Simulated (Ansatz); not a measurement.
What does this script print? It uses the Ansatz DFT code, driven from Python.

The script reads `c2h4bf.xyz`:
```text
8

B    -0.32270    1.13570   -0.40200
C    -0.15630   -0.37170   -0.33250
C     0.45770   -0.92230    0.68450
F    -0.55490   -1.14560   -1.33460
H    -0.94150    1.63880   -1.35410
H     0.03130    1.90840    0.43840
H     0.65720   -1.99720    0.73870
H     0.92130   -0.30320    1.50580
```

`methods.py`
```python
'''C2H4BF at several levels of theory.'''

import ansatz as az

geometry = az.Crystal.molecule_from_extxyz('c2h4bf.xyz')

model = geometry.calculation().basis(gaussian='def2-SVP')

methods = ['mp2', 'ccsd', 'ccsd_t']
batch = az.Session.batch([model.correlation(m).input() for m in methods])
reports = sorted(batch.plan().execute().molecular_reports, key=lambda each: each['member'])
print(f'Hartree-Fock reference {reports[0]["reference_energy_ev"] / 27.211386246:.6f} Ha')
best = reports[-1]['free_energy_ev'] - reports[-1]['reference_energy_ev']
for method, each in zip(methods, reports):
    gained = each['free_energy_ev'] - each['reference_energy_ev']
    print(f'{method:8s} total {each["free_energy_ev"] / 27.211386246:.6f} Ha  correlation {gained:9.4f} eV  ({100 * gained / best:.1f} % of the last)')
```

```console
$ python methods.py
Hartree-Fock reference -201.978033 Ha
mp2      total -202.502199 Ha  correlation  -14.2633 eV  (90.6 % of the last)
ccsd     total -202.540637 Ha  correlation  -15.3092 eV  (97.2 % of the last)
ccsd_t   total -202.556813 Ha  correlation  -15.7494 eV  (100.0 % of the last)
```

Notes:
- The settings weren't tested for convergence.
- The geometry is a force-field or estimated start, not a minimum of this method, and the basis set is short of its limit. A lower total doesn't mark the better method: functionals have no common bound, and MP2 and coupled cluster aren't variational.
- Inner cores stay frozen, so this is valence correlation.
